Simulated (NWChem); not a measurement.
# InH2F (SMILES [F][InH2]): levels of theory compared

Aim: a comparison of 6 runs (HF/STO-3G, HF/def2-SVP, wB97X/def2-SVP, PBE0/3-21G, PBE0/def2-SVP, TPSSh/def2-TZVP) of InH2F. 

The calculation is run with NWChem 7.3.0.

## (1) The system as given

InH2F has 4 atoms, charge 0, and is taken as a singlet. SMILES: `[F][InH2]`. Geometry: relaxed at PBE0-D4/def2-TZVP.

Bond lengths: F1–In2 1.961 Å, In2–H3 1.702 Å, In2–H4 1.702 Å. Angles: F1–In2–H3 110.4°, F1–In2–H4 110.4°, H3–In2–H4 139.2°.

## (2) Energy and gradient at HF/STO-3G (run 1)

The input, job.xyz:

```xyz
4
FH2In hf
F     -1.631800    -0.629400     0.188600
In     0.194400     0.052300    -0.026300
H      1.304300    -0.965100     0.767900
H      0.188600     1.481900    -0.950400
```

The input, run.py:

```python
from ase.io import read
from ase.calculators.nwchem import NWChem

system = read('job.xyz')

calc = NWChem(
    label='job',
    theory='scf',
    memory='2200 mb',
    basis='STO-3G',
    basispar='spherical bse',
    scf={'nopen': '0', 'rhf': None, 'thresh': '1e-08', 'maxiter': '80'},
)
system.calc = calc

forces = system.get_forces()
e = system.get_potential_energy()
print(f"E = {e:.6f} eV")
print("forces (eV/A):")
for s, f in zip(system.symbols, forces):
    print(f"{s:2s} {f[0]:10.5f} {f[1]:10.5f} {f[2]:10.5f}")
print("dipole (e A):", system.get_dipole_moment().round(4))
```

Command:

```console
$ export ASE_NWCHEM_COMMAND="nwchem PREFIX.nwi > PREFIX.nwo"
$ python run.py
```

Log:

```text
E = -157337.738401 eV
forces (eV/A):
F     1.72326    0.64324   -0.20276
In   -1.06243   -0.39641    0.12511
H    -0.94581    1.22621   -0.90889
H     0.28493   -1.47299    0.98653
dipole (e A): [ 0.3439  0.1283 -0.0405]
```

The calculator wrote job.nwi:

```
title "job"

permanent_dir job

scratch_dir job

start job

geometry units angstrom nocenter noautosym noautoz
  F  -1.6317999999999999e+00 -6.2939999999999996e-01 1.8859999999999999e-01
  In 1.9439999999999999e-01 5.2299999999999999e-02 -2.6300000000000000e-02
  H  1.3043000000000000e+00 -9.6509999999999996e-01 7.6790000000000003e-01
  H  1.8859999999999999e-01 1.4819000000000000e+00 -9.5040000000000002e-01
end

memory 2200 mb

basis spherical bse noprint
   * library STO-3G
end

scf
  nopen 0
  rhf
  thresh 1e-08
  maxiter 80
end

task scf gradient
```

job.nwo (excerpt; [...] marks lines left out):

```text
[...]
      One-electron energy =  -8316.226287353160
[... 1 line left out ...]
 Nuclear repulsion energy =    152.791777786036
[... 42 lines left out ...]
                       ROHF Final Molecular Orbital Analysis
[... 158 lines left out ...]
     1   1 0 0      0.649814      0.000000     -6.930948
[...]
  wavefunction    =   RHF
                         RHF ENERGY GRADIENTS
    atom               coordinates                        gradient
                 x          y          z           x          y          z
   1 F      -3.083655  -1.189394   0.356402   -0.033512  -0.012509   0.003943
   2 In      0.367363   0.098833  -0.049700    0.020661   0.007709  -0.002433
   3 H       2.464770  -1.823775   1.451121    0.018393  -0.023846   0.017675
   4 H       0.356402   2.800385  -1.795996   -0.005541   0.028645  -0.019185
[...]
```

Wall time 5.7 s (1 thread of AMD EPYC 7R43 (Zen 3), shared host); peak memory 0.094 GiB.

## (3) Energy and forces at HF/def2-SVP (core potential) (run 2)

The input, fh2in.xyz:

```xyz
4
FH2In
F     -1.631800    -0.629400     0.188600
In     0.194400     0.052300    -0.026300
H      1.304300    -0.965100     0.767900
H      0.188600     1.481900    -0.950400
```

The input, run.py:

```python
from ase.io import read
from ase.calculators.nwchem import NWChem

molecule = read('fh2in.xyz')

calc = NWChem(
    label='fh2in',
    theory='scf',
    memory='2200 mb',
    basis='def2-SVP',
    basispar='spherical bse',
    scf={'nopen': '0', 'rhf': None, 'thresh': '1e-08', 'maxiter': '80'},
    **{'ecp bse': {'In library': 'def2-SVP'}},
)
molecule.calc = calc

forces = molecule.get_forces()
print("Total energy (eV):", round(molecule.get_potential_energy(), 6))
print("forces (eV/A):")
for s, f in zip(molecule.symbols, forces):
    print(f"{s:2s} {f[0]:10.5f} {f[1]:10.5f} {f[2]:10.5f}")
print("dipole (e A):", molecule.get_dipole_moment().round(4))
```

Command:

```console
$ export ASE_NWCHEM_COMMAND="nwchem PREFIX.nwi > PREFIX.nwo"
$ python run.py
```

Log:

```text
Total energy (eV): -7883.82736
forces (eV/A):
F    -0.02227   -0.00838    0.00262
In   -0.27629   -0.10300    0.03250
H     0.20425   -0.06489    0.06711
H     0.09431    0.17627   -0.10223
dipole (e A): [ 0.6697  0.25   -0.0788]
```

The calculator wrote fh2in.nwi:

```
title "fh2in"

permanent_dir fh2in

scratch_dir fh2in

start fh2in

geometry units angstrom nocenter noautosym noautoz
  F  -1.6317999999999999e+00 -6.2939999999999996e-01 1.8859999999999999e-01
  In 1.9439999999999999e-01 5.2299999999999999e-02 -2.6300000000000000e-02
  H  1.3043000000000000e+00 -9.6509999999999996e-01 7.6790000000000003e-01
  H  1.8859999999999999e-01 1.4819000000000000e+00 -9.5040000000000002e-01
end

memory 2200 mb

basis spherical bse noprint
   * library def2-SVP
end

scf
  nopen 0
  rhf
  thresh 1e-08
  maxiter 80
end
ecp bse
  In library def2-SVP
end

task scf gradient
```

fh2in.nwo (excerpt; [...] marks lines left out):

```text
[...]
      One-electron energy =   -610.429175279498
[... 1 line left out ...]
 Nuclear repulsion energy =     67.384360751017
[... 34 lines left out ...]
                       ROHF Final Molecular Orbital Analysis
[... 198 lines left out ...]
     1   1 0 0      1.265643      0.000000    -17.217105
[...]
  wavefunction    =   RHF
                         RHF ENERGY GRADIENTS
    atom               coordinates                        gradient
                 x          y          z           x          y          z
   1 F      -3.083655  -1.189394   0.356402    0.000433   0.000163  -0.000051
   2 In      0.367363   0.098833  -0.049700    0.005373   0.002003  -0.000632
   3 H       2.464770  -1.823775   1.451121   -0.003972   0.001262  -0.001305
   4 H       0.356402   2.800385  -1.795996   -0.001834  -0.003428   0.001988
[...]
```

Run time: 11 s. Hardware: 1 thread of AMD EPYC 7R43 (Zen 3), shared host; peak memory 0.09 GiB.

Runs 3 to 4 aren't shown in full; the table further down has their settings and results.

## (4) Energy and gradient at PBE0/def2-SVP (core potential) (run 5)

The input, calc.nw:

```
start calc
memory total 2200 mb

geometry units atomic noautosym nocenter noautoz
  F   -3.08365509  -1.18939362   0.35640235
  In   0.36736276   0.09883268  -0.04969980
  H    2.46476978  -1.82377468   1.45112069
  H    0.35640235   2.80038514  -1.79599571
end

basis "ao basis" spherical bse
  * library def2-SVP
end

ecp bse
  In library def2-SVP
end

dft
  xc pbe0
  grid xfine
  convergence energy 1e-08
  iterations 100
  mulliken
end

task dft gradient
```

Command:

```console
$ nwchem calc.nw > calc.out
```

Log:

```text
[...]
          Wavefunction type:  closed shell.
          No. of atoms     :     4
          No. of electrons :    32
[...]
          Charge           :     0
          Spin multiplicity:     1
[...]
          AO basis - number of functions:    50
[...]
              XC Information
              --------------
                         PBE0 Method XC Functional
                     Hartree-Fock (Exact) Exchange  0.250
          PerdewBurkeErnzerhof Exchange Functional  0.750
            Perdew 1991 LDA Correlation Functional  1.000 local
           PerdewBurkeErnz. Correlation Functional  1.000 non-local
[...]
 d= 0,ls=0.0,diis     1   -290.9085908265 -3.58D+02  3.63D-02  6.10D-01     2.1
[...]
 d= 0,ls=0.0,diis     8   -290.9904607213  2.79D-09  2.40D-06  5.73D-08    12.2
         Total DFT energy =     -290.990460721295
      One electron energy =     -610.372962679425
           Coulomb energy =      279.847776089861
    Exchange-Corr. energy =      -27.849630025480
 Nuclear repulsion energy =       67.384355893748
[...]
      Total Density - Mulliken Population Analysis
     ---------------------------------------------
    Atom       Charge   Shell Charges
 -----------   ------   -------------------------------------------------------
    1 F    9     9.47   1.99  1.12  0.85  3.31  2.21  0.00
    2 In  21    20.36  -0.60  2.60  0.92  0.24  2.78  3.22  0.92  0.18  9.64  0.45
    3 H    1     1.08   0.66  0.41  0.01
    4 H    1     1.08   0.66  0.41  0.01
[...]
  wavefunction    = closed shell
                         DFT ENERGY GRADIENTS
    atom               coordinates                        gradient
                 x          y          z           x          y          z
   1 F      -3.083655  -1.189394   0.356402    0.004035   0.001507  -0.000475
   2 In      0.367363   0.098833  -0.049700   -0.001399  -0.000524   0.000164
   3 H       2.464770  -1.823775   1.451121   -0.002129   0.001288  -0.001094
   4 H       0.356402   2.800385  -1.795996   -0.000507  -0.002271   0.001405
[...]
```

Run time: 16 s. Hardware: 1 thread of AMD EPYC 7R43 (Zen 3), shared host; peak memory 0.12 GiB.

## (5) Energy and gradient at TPSSh/def2-TZVP (core potential) (run 6)

The input, calc.nw:

```
start calc
title "FH2In"
memory total 2200 mb

geometry noautosym nocenter noautoz
   F       -1.631800      -0.629400       0.188600
   In       0.194400       0.052300      -0.026300
   H        1.304300      -0.965100       0.767900
   H        0.188600       1.481900      -0.950400
end

basis spherical bse
   * library def2-TZVP
end

ecp bse
   In library def2-TZVP
end

dft
   xc xctpssh
   grid fine
   convergence energy 1e-08
   maxiter 100
   mulliken
   noprint "final vectors analysis"
end

task dft gradient
```

Command:

```console
$ nwchem calc.nw > calc.out
```

Log:

```text
[...]
          Wavefunction type:  closed shell.
          No. of atoms     :     4
          No. of electrons :    32
[...]
          Charge           :     0
          Spin multiplicity:     1
[...]
          AO basis - number of functions:    93
[...]
              XC Information
              --------------
                  TPSS hybrid Method XC Functional
                     Hartree-Fock (Exact) Exchange  0.100
                  TPSS metaGGA Exchange Functional  0.900
             TPSS03 metaGGA Correlation Functional  1.000
[...]
 d= 0,ls=0.0,diis     1   -291.0689419654 -3.58D+02  2.35D-02  7.06D-01     3.3
[...]
 d= 0,ls=0.0,diis    10   -291.1602210224 -5.29D-09  2.68D-07  1.98D-09    23.3
         Total DFT energy =     -291.160221022438
      One electron energy =     -610.404116253555
           Coulomb energy =      279.727074253112
    Exchange-Corr. energy =      -27.867539773012
 Nuclear repulsion energy =       67.384360751018
[...]
      Total Density - Mulliken Population Analysis
     ---------------------------------------------
    Atom       Charge   Shell Charges
 -----------   ------   -------------------------------------------------------
    1 F    9     9.50   0.77  1.20  0.62  0.96  0.41  2.26  2.11  1.17  0.00  0.00  0.00
    2 In  21    20.33   0.40 -0.84  1.61  0.83  0.91  0.28 -0.41  6.40  0.60  0.38  0.04  8.81  1.16  0.12  0.00  0.05
    3 H    1     1.08   0.22  0.56  0.30  0.01
    4 H    1     1.08   0.22  0.56  0.30  0.01
[...]
  wavefunction    = closed shell
                         DFT ENERGY GRADIENTS
    atom               coordinates                        gradient
                 x          y          z           x          y          z
   1 F      -3.083655  -1.189394   0.356402    0.002589   0.000967  -0.000305
   2 In      0.367363   0.098833  -0.049700   -0.001954  -0.000732   0.000230
   3 H       2.464770  -1.823775   1.451121   -0.000522   0.000331  -0.000278
   4 H       0.356402   2.800385  -1.795996   -0.000113  -0.000567   0.000353
[...]
```

Wall time 35 s (1 thread of AMD EPYC 7R43 (Zen 3), shared host); peak memory 0.12 GiB.

## (6) The series

```
run                             level  core potential  iteration cap   energy (Eh)  dipole moment (D)  HOMO energy (eV)  LUMO energy (eV)  wall time
  1                         HF/STO-3G               –             80  -5782.055286               1.77             -8.41              5.95      5.7 s
  2      HF/def2-SVP (core potential)        def2-SVP             80   -289.725314               3.45            -11.85              0.72       11 s
  3   wB97X/def2-SVP (core potential)        def2-SVP            100   -291.106489                  –                 –                 –       33 s
  4                        PBE0/3-21G               –            100  -5817.234135               2.36             -8.02             -1.49      9.6 s
  5    PBE0/def2-SVP (core potential)        def2-SVP            100   -290.990461               2.97             -8.55             -1.72       16 s
  6  TPSSh/def2-TZVP (core potential)       def2-TZVP            100   -291.160221               2.94                 –                 –       35 s
```

## (7) What came out

```
                       quantity          value
            run 6: total energy  -291.16022 Eh
           run 6: dipole moment         2.94 D
run 6: largest force on an atom     0.143 eV/Å
```

**Reading.** Over runs 1, 2, 4, 5, 6 the dipole moment (its size) runs from 1.77 D (HF/STO-3G) to 3.45 D (HF/def2-SVP). The two ends differ in basis and core potential. Over runs 1, 2, 4, 5 the HOMO–LUMO gap runs from 6.52 eV (PBE0/3-21G) to 14.36 eV (HF/STO-3G). The two ends differ in method and basis. Totals of different functionals can't be ranked against each other. Some runs of one species differ in core potentials or relativity; totals across that change don't compare. In run 1 the basis is minimal, so the values are rough. In runs 1, 4 relativity is left out where basis or elements ask for it. All runs together took 1.8 min, the longest 35 s.
